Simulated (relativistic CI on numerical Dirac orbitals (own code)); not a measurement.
# Lu⁶⁰⁺: one ion under different settings

Aim: see what numerical and physical settings do to the SCF, the total energy and the lowest levels of Lu⁶⁰⁺.

Method: Dirac-Coulomb-Breit CI, KLI orbitals optimised for each configuration, model QED (radiative potential, 1s self-energy scaled to tabulated hydrogen-like ionisation energies), numerical settings as typed. Code: relativistic CI on numerical Dirac orbitals (own code) version 3.

**1. What is computed**

| Item | Value |
| --- | --- |
| ion | Lu⁶⁰⁺ (Lu LXI) |
| nuclear charge | 71 |
| electrons | 11 |
| isotope | A = 175 |

**2. Usual settings**

Input settings:

```ini
atom Lu  Z=71  charge=60  electrons=11
nucleus A=175  rms_radius_fm=5.3700
hamiltonian dirac-coulomb  breit=on  qed=on  c_scale=1
orbitals kli  potential=per-configuration
slater_scale 1
correlation none
mixing on
grid step=0.0125 r_max=2.4
scf mixing=0.4 start=green max_iterations=150 tolerance=2e-08 node_fill=0.05
configurations
  [Ne] 3s
  [Ne] 3p
  [Ne] 3d
  [Ne] 4s
  [Ne] 4p
end
```

Run with:

```sh
$ python run_levels.py task.json out
```

task.json lists these runs, among others, and the program works through them in turn.

The program writes no log. Results of the run, from its result record (rounded, main fields):

```text
status: converged
levels [i, E_cm, J2, conf, term, w_term, w_jj]:
  - [0, 0, 1, "3s", "2S", 1, 1]
  - [1, 1208428.1, 1, "3p", "2P*", 1, 1]
  - [2, 3687986.5, 3, "3p", "2P*", 1, 1]
  - [3, 5120613.9, 3, "3d", "2D", 1, 1]
  - [4, 5686039.2, 5, "3d", "2D", 1, 1]
  - [5, 23717706, 1, "4s", "2S", 1, 1]
  - [6, 24217197, 1, "4p", "2P*", 1, 1]
  - [7, 25231874, 3, "4p", "2P*", 1, 1]
total_energy [Ha]: -10319.905451
n_levels_all: 8
overlap: 2.24972e-11
scf_iterations: [8, 8, 8, 8, 8]
orbital_energies [Ha]: {"1s": -2507.79, "2s": -572.445, "2p1/2": -557.204, "2p3/2": -514.72, "3s": -237.42}
configurations [conf, odd, states, E_av_Ha, breit_Ha, qed_Ha]:
  - ["3s", 0, 2, -10341.21969, 11.52, 9.791]
  - ["3p", 1, 6, -10328.0824, 11.57, 9.646]
  - ["3d", 0, 10, -10316.0878, 11.43, 9.627]
  - ["4s", 0, 2, -10232.93855, 11.4, 9.694]
  - ["4p", 1, 6, -10227.54087, 11.42, 9.635]
scf_steps of the first configuration [iteration, E_Ha, residual, outer_eigenvalue_Ha]:
  - [1, -10319.71226, 4.35, -278.7]
  - [2, -10333.67722, 2.59, -261.4]
  - [3, -10341.21471, 0.0526, -237.6]
  - [4, -10341.21898, 0.0117, -237.5]
  - [5, -10341.21969, 0.000124, -237.4]
  - [6, -10341.21969, 1.44e-05, -237.4]
  - [7, -10341.21969, 6.5e-07, -237.4]
  - [8, -10341.21969, 1.6e-08, -237.4]
```

Run time: 0.063 s. Hardware: 1 thread, shared host.

**3. End of the grid 3.6**

The settings differ from step 2 so:

```diff
@@ -7,3 +7,3 @@
 mixing on
-grid step=0.0125 r_max=2.4
+grid step=0.0125 r_max=3.6
 scf mixing=0.4 start=green max_iterations=150 tolerance=2e-08 node_fill=0.05
```

Result record:

```text
status: converged
levels [i, E_cm, J2, conf, term, w_term]:
  - [0, 0, 1, "3s", "2S", 1]
  - [1, 1208428.1, 1, "3p", "2P*", 1]
  - [2, 3687986.5, 3, "3p", "2P*", 1]
  - [3, 5120613.9, 3, "3d", "2D", 1]
  - [4, 5686039.2, 5, "3d", "2D", 1]
  - [5, 23717706, 1, "4s", "2S", 1]
  - [6, 24217197, 1, "4p", "2P*", 1]
  - [7, 25231874, 3, "4p", "2P*", 1]
total_energy [Ha]: -10319.905451
n_levels_all: 8
overlap: 2.24974e-11
scf_iterations: [8, 8, 8, 8, 8]
orbital_energies [Ha]: {"1s": -2507.79, "2s": -572.445, "2p1/2": -557.204, "2p3/2": -514.72, "3s": -237.42}
configurations [conf, odd, states, E_av_Ha, breit_Ha, qed_Ha]:
  - ["3s", 0, 2, -10341.21969, 11.52, 9.791]
  - ["3p", 1, 6, -10328.0824, 11.57, 9.646]
  - ["3d", 0, 10, -10316.0878, 11.43, 9.627]
  - ["4s", 0, 2, -10232.93855, 11.4, 9.694]
  - ["4p", 1, 6, -10227.54087, 11.42, 9.635]
scf_steps of the first configuration [iteration, E_Ha, residual, outer_eigenvalue_Ha]:
  - [1, -10319.71226, 4.35, -278.7]
  - [2, -10333.67722, 2.59, -261.4]
  - [3, -10341.21471, 0.0526, -237.6]
  - [4, -10341.21898, 0.0117, -237.5]
  - [5, -10341.21969, 0.000124, -237.4]
  - [6, -10341.21969, 1.44e-05, -237.4]
  - [7, -10341.21969, 6.5e-07, -237.4]
  - [8, -10341.21969, 1.6e-08, -237.4]
```

Wall time 0.065 s (1 thread, shared host).

**4. Speed-of-light factor 1.25**

Input settings:

```ini
atom Lu  Z=71  charge=60  electrons=11
nucleus A=175  rms_radius_fm=5.3700
hamiltonian dirac-coulomb  breit=on  qed=on  c_scale=1.25
orbitals kli  potential=per-configuration
slater_scale 1
correlation none
mixing on
grid step=0.0125 r_max=2.4
scf mixing=0.4 start=green max_iterations=150 tolerance=2e-08 node_fill=0.05
configurations
  [Ne] 3s
  [Ne] 3p
  [Ne] 3d
  [Ne] 4s
  [Ne] 4p
end
```

Result record:

```text
status: converged
levels [i, E_cm, J2, conf, term, w_term]:
  - [0, 0, 1, "3s", "2S", 1]
  - [1, 1124283.7, 1, "3p", "2P*", 1]
  - [2, 2607160.8, 3, "3p", "2P*", 1]
  - [3, 4016462.4, 3, "3d", "2D", 1]
  - [4, 4375542.7, 5, "3d", "2D", 1]
  - [5, 22941267, 1, "4s", "2S", 1]
  - [6, 23409465, 1, "4p", "2P*", 1]
  - [7, 24017579, 3, "4p", "2P*", 1]
total_energy [Ha]: -10071.720898
n_levels_all: 8
overlap: 2.35489e-11
scf_iterations: [8, 8, 8, 8, 8]
orbital_energies [Ha]: {"1s": -2438.11, "2s": -552.519, "2p1/2": -538.377, "2p3/2": -512.971, "3s": -231.07}
configurations [conf, odd, states, E_av_Ha, breit_Ha, qed_Ha]:
  - ["3s", 0, 2, -10086.61945, 7.13, 7.769]
  - ["3p", 1, 6, -10076.92081, 7.162, 7.666]
  - ["3d", 0, 10, -10067.16478, 7.077, 7.649]
  - ["4s", 0, 2, -9981.948498, 7.058, 7.698]
  - ["4p", 1, 6, -9977.938715, 7.071, 7.656]
scf_steps of the first configuration [iteration, E_Ha, residual, outer_eigenvalue_Ha]:
  - [1, -10066.70044, 4.19, -270.3]
  - [2, -10079.62055, 2.5, -253.9]
  - [3, -10086.61478, 0.0486, -231.3]
  - [4, -10086.6189, 0.0109, -231.1]
  - [5, -10086.61945, 0.000107, -231.1]
  - [6, -10086.61945, 1.33e-05, -231.1]
  - [7, -10086.61945, 5.56e-07, -231.1]
  - [8, -10086.61945, 1.48e-08, -231.1]
```

Run time: 0.064 s. Hardware: 1 thread, shared host.

A changed speed of light describes a fictitious ion. The QED potentials keep the true α.

**5. Breit term off, end of the grid 3.6, Slater scale 1.2**

Input settings:

```ini
atom Lu  Z=71  charge=60  electrons=11
nucleus A=175  rms_radius_fm=5.3700
hamiltonian dirac-coulomb  breit=off  qed=on  c_scale=1
orbitals kli  potential=per-configuration
slater_scale 1.2
correlation none
mixing on
grid step=0.0125 r_max=3.6
scf mixing=0.4 start=green max_iterations=150 tolerance=2e-08 node_fill=0.05
configurations
  [Ne] 3s
  [Ne] 3p
  [Ne] 3d
  [Ne] 4s
  [Ne] 4p
end
```

Result record:

```text
status: converged
levels [i, E_cm, J2, conf, term, w_term]:
  - [0, 0, 1, "3s", "2S", 1]
  - [1, 1179197, 1, "3p", "2P*", 1]
  - [2, 3687554.3, 3, "3p", "2P*", 1]
  - [3, 5130217.1, 3, "3d", "2D", 1]
  - [4, 5712812.7, 5, "3d", "2D", 1]
  - [5, 23743654, 1, "4s", "2S", 1]
  - [6, 24231417, 1, "4p", "2P*", 1]
  - [7, 25257368, 3, "4p", "2P*", 1]
total_energy [Ha]: -10331.428845
n_levels_all: 8
overlap: 2.24974e-11
scf_iterations: [8, 8, 8, 8, 8]
orbital_energies [Ha]: {"1s": -2507.79, "2s": -572.445, "2p1/2": -557.204, "2p3/2": -514.72, "3s": -237.42}
configurations [conf, odd, states, E_av_Ha, breit_Ha, qed_Ha]:
  - ["3s", 0, 2, -10341.21969, 0, 9.791]
  - ["3p", 1, 6, -10328.0824, 0, 9.646]
  - ["3d", 0, 10, -10316.0878, 0, 9.627]
  - ["4s", 0, 2, -10232.93855, 0, 9.694]
  - ["4p", 1, 6, -10227.54087, 0, 9.635]
scf_steps of the first configuration [iteration, E_Ha, residual, outer_eigenvalue_Ha]:
  - [1, -10319.71226, 4.35, -278.7]
  - [2, -10333.67722, 2.59, -261.4]
  - [3, -10341.21471, 0.0526, -237.6]
  - [4, -10341.21898, 0.0117, -237.5]
  - [5, -10341.21969, 0.000124, -237.4]
  - [6, -10341.21969, 1.44e-05, -237.4]
  - [7, -10341.21969, 6.5e-07, -237.4]
  - [8, -10341.21969, 1.6e-08, -237.4]
```

It took 0.11 s on 1 thread, shared host.

**6. QED terms off**

Input settings:

```ini
atom Lu  Z=71  charge=60  electrons=11
nucleus A=175  rms_radius_fm=5.3700
hamiltonian dirac-coulomb  breit=on  qed=off  c_scale=1
orbitals kli  potential=per-configuration
slater_scale 1
correlation none
mixing on
grid step=0.0125 r_max=2.4
scf mixing=0.4 start=green max_iterations=150 tolerance=2e-08 node_fill=0.05
configurations
  [Ne] 3s
  [Ne] 3p
  [Ne] 3d
  [Ne] 4s
  [Ne] 4p
end
```

Result record:

```text
status: converged
levels [i, E_cm, J2, conf, term, w_term]:
  - [0, 0, 1, "3s", "2S", 1]
  - [1, 1242094.9, 1, "3p", "2P*", 1]
  - [2, 3718855.4, 3, "3p", "2P*", 1]
  - [3, 5157469, 3, "3d", "2D", 1]
  - [4, 5721423.2, 5, "3d", "2D", 1]
  - [5, 23738845, 1, "4s", "2S", 1]
  - [6, 24252094, 1, "4p", "2P*", 1]
  - [7, 25265595, 3, "4p", "2P*", 1]
total_energy [Ha]: -10329.696075
n_levels_all: 8
overlap: 2.24972e-11
scf_iterations: [8, 8, 8, 8, 8]
orbital_energies [Ha]: {"1s": -2507.79, "2s": -572.445, "2p1/2": -557.204, "2p3/2": -514.72, "3s": -237.42}
configurations [conf, odd, states, E_av_Ha, breit_Ha, qed_Ha]:
  - ["3s", 0, 2, -10341.21969, 11.52, 0]
  - ["3p", 1, 6, -10328.0824, 11.57, 0]
  - ["3d", 0, 10, -10316.0878, 11.43, 0]
  - ["4s", 0, 2, -10232.93855, 11.4, 0]
  - ["4p", 1, 6, -10227.54087, 11.42, 0]
scf_steps of the first configuration [iteration, E_Ha, residual, outer_eigenvalue_Ha]:
  - [1, -10319.71226, 4.35, -278.7]
  - [2, -10333.67722, 2.59, -261.4]
  - [3, -10341.21471, 0.0526, -237.6]
  - [4, -10341.21898, 0.0117, -237.5]
  - [5, -10341.21969, 0.000124, -237.4]
  - [6, -10341.21969, 1.44e-05, -237.4]
  - [7, -10341.21969, 6.5e-07, -237.4]
  - [8, -10341.21969, 1.6e-08, -237.4]
```

Run time: 0.048 s. Hardware: 1 thread, shared host.

**7. Slater scale 0**

Input settings:

```ini
atom Lu  Z=71  charge=60  electrons=11
nucleus A=175  rms_radius_fm=5.3700
hamiltonian dirac-coulomb  breit=on  qed=on  c_scale=1
orbitals kli  potential=per-configuration
slater_scale 0
correlation none
mixing on
grid step=0.0125 r_max=2.4
scf mixing=0.4 start=green max_iterations=79 tolerance=2e-08 node_fill=0.05
configurations
  [Ne] 3s
  [Ne] 3p
  [Ne] 3d
  [Ne] 4s
  [Ne] 4p
end
```

Result record:

```text
status: converged
levels [i, E_cm, J2, conf, term, w_term]:
  - [0, 0, 1, "3s", "2S", 1]
  - [1, 1208428.1, 1, "3p", "2P*", 1]
  - [2, 3687986.5, 3, "3p", "2P*", 1]
  - [3, 5120613.9, 3, "3d", "2D", 1]
  - [4, 5686039.2, 5, "3d", "2D", 1]
  - [5, 23717706, 1, "4s", "2S", 1]
  - [6, 24217197, 1, "4p", "2P*", 1]
  - [7, 25231874, 3, "4p", "2P*", 1]
total_energy [Ha]: -10319.905451
n_levels_all: 8
overlap: 2.24972e-11
scf_iterations: [8, 8, 8, 8, 8]
orbital_energies [Ha]: {"1s": -2507.79, "2s": -572.445, "2p1/2": -557.204, "2p3/2": -514.72, "3s": -237.42}
configurations [conf, odd, states, E_av_Ha, breit_Ha, qed_Ha]:
  - ["3s", 0, 2, -10341.21969, 11.52, 9.791]
  - ["3p", 1, 6, -10328.0824, 11.57, 9.646]
  - ["3d", 0, 10, -10316.0878, 11.43, 9.627]
  - ["4s", 0, 2, -10232.93855, 11.4, 9.694]
  - ["4p", 1, 6, -10227.54087, 11.42, 9.635]
scf_steps of the first configuration [iteration, E_Ha, residual, outer_eigenvalue_Ha]:
  - [1, -10319.71226, 4.35, -278.7]
  - [2, -10333.67722, 2.59, -261.4]
  - [3, -10341.21471, 0.0526, -237.6]
  - [4, -10341.21898, 0.0117, -237.5]
  - [5, -10341.21969, 0.000124, -237.4]
  - [6, -10341.21969, 1.44e-05, -237.4]
  - [7, -10341.21969, 6.5e-07, -237.4]
  - [8, -10341.21969, 1.6e-08, -237.4]
```

Wall time 0.063 s (1 thread, shared host).

The value lies outside the usual range, yet the result is unchanged in this case.

**8. The runs side by side**

| setting | total energy less usual (Ha) | largest shift of a level among the lowest eight of both runs, same label and place (cm⁻¹) | SCF iterations | time | lowest level | kind of change |
| --- | --- | --- | --- | --- | --- | --- |
| usual | 0 | 0 | 40 | 0.063 s | 3s 2S1/2 | - |
| end of the grid 3.6 | 0 | 0 | 40 | 0.065 s | 3s 2S1/2 | numerical |
| speed-of-light factor 1.25 | 248 | 1.31e+06 | 40 | 0.064 s | 3s 2S1/2 | unphysical constant |
| Breit term off, end of the grid 3.6, Slater scale 1.2 | -11.5 | 29200 | 40 | 0.11 s | 3s 2S1/2 | model term |
| QED terms off | -9.79 | 36900 | 40 | 0.048 s | 3s 2S1/2 | model term |
| Slater scale 0 | 0 | 0 | 40 | 0.063 s | 3s 2S1/2 | extreme, harmless here |

**9. Results**

```
                    quantity           value
lowest level, usual settings        3s 2S1/2
                total energy  -10319.9055 Ha
            first excitation       149.83 eV
```

Among the runs whose levels can be followed, they move most under «speed-of-light factor 1.25» (unphysical constant), by up to 1.31e+06 cm⁻¹. No visible change in the result comes from «end of the grid 3.6» or «Slater scale 0». Only the listed configurations are in the model.
